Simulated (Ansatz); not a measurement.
Runs of Ansatz 0.2.0 on BiTe. It takes space group Fm-3m (No. 225, cubic). The conventional cell has a = 6.470 Å, b = 6.470 Å, c = 6.470 Å, α = 90.00°, β = 90.00°, γ = 90.00°. Bi (site symmetry m-3m) is surrounded by 6 Te at 3.23 Å. Te (site symmetry m-3m) is surrounded by 6 Bi at 3.23 Å. 

| task | level | cell | points for each segment of the path | gap on the mesh (eV) | pressure (GPa) | relaxed volume (Å³/atom) |
| --- | --- | --- | --- | --- | --- | --- |
| relaxation of cell and atoms | revPBE | relaxed | - | none | 0.0 | (b) |
| relaxation of cell and atoms | PBEsol | relaxed | - | none | 0.0 | 32.84 |
| relaxation of cell and atoms | LDA | relaxed | - | none | 0.0 | 32.10 |
| relaxation of cell and atoms | RPBE | relaxed | - | none | 0.0 | (a) |
| band structure | PBEsol | as given | 14 | none | -1.5 | - |

Alike in all rows: potentials or basis Ansatz PAW; no spin polarisation; k mesh 7 × 7 × 7; cutoff (eV) 420; smearing fermi-dirac 0.05 eV.

Q: Estimate the missing entries.

A: (a) 35.51; (b) 35.21.

Caveats: spin-orbit coupling is left out, which moves the levels of the heavy elements; the PAW data sets come from PBE, with cores solved anew for the run's functional, which leaves a small shift of forces and pressure; the plane-wave basis is chosen anew once the cell has moved, so the energies of steps on either side of that aren't comparable (some runs).

A k mesh can miss the band edges, and the runs leave out spin-orbit coupling on Bi, Te.

A gap of «none» marks a metal or a gap under the smearing width.

Runs at the PBE level aren't shown here.
